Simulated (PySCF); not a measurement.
# MoSe4: the cost of one run

Computed with PySCF 2.14.0, with density-fitted response routines of our own, on a single molecule in the gas phase. Atoms are numbered from 0 throughout.

## Step 1: The starting structure

5 atoms, charge -2, multiplicity 1; geometry from: GFN2-xTB.

Bonds of the start (Å): Se0–Mo1 2.30, Mo1–Se2 2.30, Mo1–Se3 2.30, Mo1–Se4 2.30.

## Step 2: Relaxing the molecule at PBE0-D3(BJ)/def2-TZVP

The job: settings as JSON, then the geometry in Å.

```
{"job": {"xc": "PBE0", "basis": "def2-TZVP", "d3": "d3bj", "grid": 2, "kind": "geom"}, "charge": -2, "multiplicity": 1}
Se     0.082520     0.010420     2.301770
Mo    -0.000030     0.000250    -0.000230
Se    -0.342420     2.145060    -0.765850
Se    -1.729560    -1.350410    -0.700030
Se     1.989470    -0.805150    -0.835940
```

**Question.** How long does this first job take on 4 threads of Arm Neoverse V1, shared host?

About 2 min.
